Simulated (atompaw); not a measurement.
# A PAW (atompaw) potential for cobalt, from input to tests

Task: generate the file, and judge it by its logarithmic derivatives, its ghosts and its cutoff.

Program: atompaw 4.2.0.5. Reference atom: PBEsol, scalar-relativistic, spherical and spin-unpolarised. All values are calculated.

**1. The design**

Typed settings, in words:

```json
{
  "element": "cobalt (Co, Z = 27)",
  "type": "PAW",
  "frozen core": "[Ne] 3s2",
  "valence charge": "15",
  "reference configuration": "3p6 3d7 4s2 4p0",
  "partial waves": "4s (bound); 4s channel at 1.35 Ry; 3p (bound); 4p (bound, empty); 3d (bound); 3d channel at 1.65 Ry",
  "local potential": "ultrasoft scheme with l = 3 at 0.5 Ry, radius 1.80 bohr",
  "core correction": "smooth core density matched at 1.35 bohr",
  "augmentation charge": "besselshape compensation charge, radius 2.05 bohr; PAW radius 2.25 bohr; waves and projectors: bloechl"
}
```

The nodes and maxima of the atom's own shells, from an earlier all-electron run, set the scale for the radii.

All-electron outer shells of the reference configuration (PBEsol, scalar-relativistic, ld1.x):

| shell | level (eV) | outermost node (bohr) | outermost maximum (bohr) |
| --- | --- | --- | --- |
| 2p | -769.45 | – | 0.17 |
| 3s | -102.14 | 0.31 | 0.66 |
| 3p | -65.51 | 0.28 | 0.68 |
| 3d | -8.23 | – | 0.66 |
| 4s | -5.49 | 0.96 | 2.32 |
| 4p | -1.25 | 1.05 | 3.21 |

**2. The generation run**

Contents of Co.input:

```
Co 27
GGA-PBESOL scalarrelativistic loggrid 1500 logderivrange -7 5 301
4 4 3 0 0 0
4 1 0
3 2 7
0 0 0
c
c
c
v
c
v
v
v
2
2.25 2.05 1.80 1.35
y
1.35
n
n
y
1.65
n
bloechl besselshape
3 0.5 ultrasoft
PWSCFOUT
UPFDX 0.0125d0 UPFXMIN -7.d0 UPFZMESH 27.d0
END
```

Started as:

```bash
atompaw < Co.input > Co.log
```

Before running it: what results should come out? Wanted: cutoffs for 10 and 1 mRy, occupied levels; bound ghosts; largest phase difference near zero energy, channels read; lowest eigenvalue of the overlap; share of valence orbitals outside the PAW sphere; UPF file.

The runs gave:

```
                                                quantity                             value
               cutoffs for 10 and 1 mRy, occupied levels                   45 Ry and 55 Ry
                                            bound ghosts                    s at -12.45 eV
largest phase difference near zero energy, channels read                         3.121 rad
         lowest eigenvalue of the overlap (Bessel basis)                         0.016 (s)
        share of valence orbitals outside the PAW sphere  4s 68 %, 3p 0 %, 4p 89 %, 3d 6 %
                                                UPF file                           written
```

In words: A bound ghost (s) makes it unfit for use: electrons can fall into a state that the atom doesn't have. By its cutoff, 45 Ry for the looser tolerance, it is of middling hardness. Near zero energy the largest phase difference among the channels read is 3.12 rad, in the s channel. A step near π is an extra or missing state, not a misfit of shape. The pseudo curves have a pole with no partner nearby in the atom's: s at -0.90 Ry. All of this concerns the isolated atom, not yet a solid.
